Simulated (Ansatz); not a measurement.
Which YAML input does this script hand to the engine? (the Ansatz DFT code, driven from Python)

The script, `deck.py`:
```python
import ansatz as az
import numpy as np


def main() -> None:
    deck = {
        "crystal": {
            "periodic": [False, False, False],
            "atoms": [
                {"symbol": "B", "position_ang": [-0.4653, 1.8469, 1.1398]},
                {"symbol": "C", "position_ang": [-0.668, 0.6101, 0.1879]},
                {"symbol": "C", "position_ang": [0.5887, -0.2134, 0.1506]},
                {"symbol": "Si", "position_ang": [0.4991, -1.7112, -0.9366]},
                {"symbol": "Cl", "position_ang": [0.1117, -1.1311, -2.9329]},
                {"symbol": "H", "position_ang": [0.4965, 2.1246, 1.7007]},
                {"symbol": "H", "position_ang": [-1.3958, 2.6378, 1.258]},
                {"symbol": "H", "position_ang": [-1.4666, 0.013, 0.5649]},
                {"symbol": "H", "position_ang": [-0.9072, 0.979, -0.7943]},
                {"symbol": "H", "position_ang": [1.4674, 0.3951, -0.2032]},
                {"symbol": "H", "position_ang": [0.8613, -0.5643, 1.2105]},
                {"symbol": "H", "position_ang": [-0.7002, -2.5128, -0.4534]},
                {"symbol": "H", "position_ang": [1.5989, -2.5086, -0.8772]},
            ],
        },
        "basis": {"gaussian": {"orbitals": "def2-SVP"}},
        "hamiltonian": {"xc": "b3lyp"},
        "output": {"forces": True},
    }
    session = az.Session.from_dict(deck)
    report = session.plan(threads=1).execute().report

    print("reference energy %16.6f eV" % report["reference_energy_ev"])
    print("total energy     %16.6f eV" % report["free_energy_ev"])
    print("occupied orbitals outside the frozen core (up, down):", report["n_occupied"], " frozen:", report["n_frozen"], " virtual:", report["n_virtual"])
    symbols = ["B", "C", "C", "Si", "Cl", "H", "H", "H", "H", "H", "H", "H", "H"]

    forces = np.array(report["forces_ev_ang"])
    print("largest force", round(float(np.linalg.norm(forces, axis=1).max()), 4), "eV/A, rms", round(float(np.sqrt((forces ** 2).mean())), 4))
    charges = report["charge_distribution"]
    dipole = np.array(charges["dipole_moment_e_ang"]) * 4.803205
    print("dipole (D): {:.3f} {:.3f} {:.3f}, length {:.3f}".format(*dipole, np.linalg.norm(dipole)))
    print("atom  Mulliken   Lowdin")
    for symbol, m, l in zip(symbols, charges["mulliken_charges_e"], charges["lowdin_charges_e"]):
        print(f"{symbol:4s} {m:9.3f} {l:8.3f}")


if __name__ == "__main__":
    main()
```

```console
$ python deck.py
reference energy    -23273.969227 eV
total energy        -23273.969227 eV
occupied orbitals outside the frozen core (up, down): [28, 28]  frozen: 0  virtual: [90, 90]
largest force 3.3564 eV/A, rms 1.0919
dipole (D): 0.588 -0.098 1.551, length 1.662
atom  Mulliken   Lowdin
B        0.048   -0.014
C        0.017    0.005
C       -0.234   -0.125
Si       0.553    0.233
Cl      -0.286    0.021
H       -0.023   -0.031
H       -0.039   -0.029
H        0.032    0.032
H        0.036    0.033
H        0.045    0.028
H        0.046    0.041
H       -0.101   -0.094
H       -0.094   -0.099
```

`input.yaml`:
```yaml
crystal:
  periodic: [false, false, false]
  atoms:
    - { symbol: B, position_ang: [-0.4653, 1.8469, 1.1398] }
    - { symbol: C, position_ang: [-0.668, 0.6101, 0.1879] }
    - { symbol: C, position_ang: [0.5887, -0.2134, 0.1506] }
    - { symbol: Si, position_ang: [0.4991, -1.7112, -0.9366] }
    - { symbol: Cl, position_ang: [0.1117, -1.1311, -2.9329] }
    - { symbol: H, position_ang: [0.4965, 2.1246, 1.7007] }
    - { symbol: H, position_ang: [-1.3958, 2.6378, 1.258] }
    - { symbol: H, position_ang: [-1.4666, 0.013, 0.5649] }
    - { symbol: H, position_ang: [-0.9072, 0.979, -0.7943] }
    - { symbol: H, position_ang: [1.4674, 0.3951, -0.2032] }
    - { symbol: H, position_ang: [0.8613, -0.5643, 1.2105] }
    - { symbol: H, position_ang: [-0.7002, -2.5128, -0.4534] }
    - { symbol: H, position_ang: [1.5989, -2.5086, -0.8772] }
basis:
  gaussian: { orbitals: def2-SVP }
hamiltonian:
  xc: b3lyp
output:
  forces: true
```

On the command line:
```console
$ ansatz run input.yaml --threads 1 --pin off --max-ram 4096MiB --backend cpu --events-out ev --progress --plain --runs-dir out
Engine: ansatz 0.2.0, x86_64-unknown-linux-gnu
Functional definition: B3LYP
  parameter a0 = 0.2
  parameter ax = 0.72
  parameter ac = 0.81
  exchange = (1 - a0 - ax)*slater_x + ax*b88_x + a0*exact_x
  correlation = (1 - ac)*vwn_rpa_c + ac*lyp_c
1174 factors; integrals over basis functions are off by at most 1.3e-3 eV
mean field evaluation 1: about -23266.9319 eV, gradient 5.2e1 eV
mean field evaluation 2: about -23261.6702 eV, gradient 6.7e1 eV
mean field evaluation 4: about -23273.8286 eV, gradient 1.9e0 eV
mean field evaluation 8: about -23273.9689 eV, gradient 1.3e-1 eV
mean field evaluation 16: about -23273.9689 eV, gradient 2.5e-5 eV
mean field -23273.96894261 eV, -855.3025829781 hartree, gradient 2.5e-5 eV, S^2 0.000000; 0 other end points of the search recorded, 0 dependent functions left out
the calculation of the forces begins
reference -23273.96922683 eV, -855.3025934231 hartree; 28, 28 occupied and 90, 90 virtual orbitals, 1174 factors
Total energy: -23273.96922683 eV, -855.3025934231 hartree
Atom 0 at    -0.465300     1.846900     1.139800 Å, force    -2.419848     0.445544    -1.012744 eV/Å
Atom 1 at    -0.668000     0.610100     0.187900 Å, force     1.682329     1.187932     1.282676 eV/Å
Atom 2 at     0.588700    -0.213400     0.150600 Å, force     1.852690    -0.522513     0.578657 eV/Å
Atom 3 at     0.499100    -1.711200    -0.936600 Å, force    -3.209695     0.968986    -0.156779 eV/Å
Atom 4 at     0.111700    -1.131100    -2.932900 Å, force     0.152341    -0.108262     0.339170 eV/Å
Atom 5 at     0.496500     2.124600     1.700700 Å, force     1.469888     0.100449     0.751998 eV/Å
Atom 6 at    -1.395800     2.637800     1.258000 Å, force     0.195688    -0.221842     0.052819 eV/Å
Atom 7 at    -1.466600     0.013000     0.564900 Å, force    -1.397612    -0.583406     0.238529 eV/Å
Atom 8 at    -0.907200     0.979000    -0.794300 Å, force    -0.590005     0.288880    -0.889468 eV/Å
Atom 9 at     1.467400     0.395100    -0.203200 Å, force    -0.463324    -0.259639     0.339678 eV/Å
Atom 10 at     0.861300    -0.564300     1.210500 Å, force    -0.182915     0.275751    -1.174565 eV/Å
Atom 11 at    -0.700200    -2.512800    -0.453400 Å, force     0.332095     0.137684    -0.297195 eV/Å
Atom 12 at     1.598900    -2.508600    -0.877200 Å, force     2.578367    -1.709564    -0.052776 eV/Å
Dipole moment:     0.122466    -0.020498     0.322876 e Å
```

Notes:
- Total energies depend on the basis set; only differences at equal settings carry meaning.
- The geometry is a force-field or estimated start, not a minimum of this method, and the basis set is short of its limit.
- The Löwdin charges here are taken after orthogonalising the functions within each atom; they differ from plain Löwdin charges, and their signs can be unphysical.
- b3lyp holds the VWN-RPA fit, as in Gaussian; the form of ORCA and Turbomole is b3lyp5.
- Finished in 4.2 s on 1 thread of Intel(R) Xeon(R) 6975P-C (Granite Rapids) (shared host), peak memory 0.31 GiB.

(Lines on the test bed's own set-up are left out of the output.)
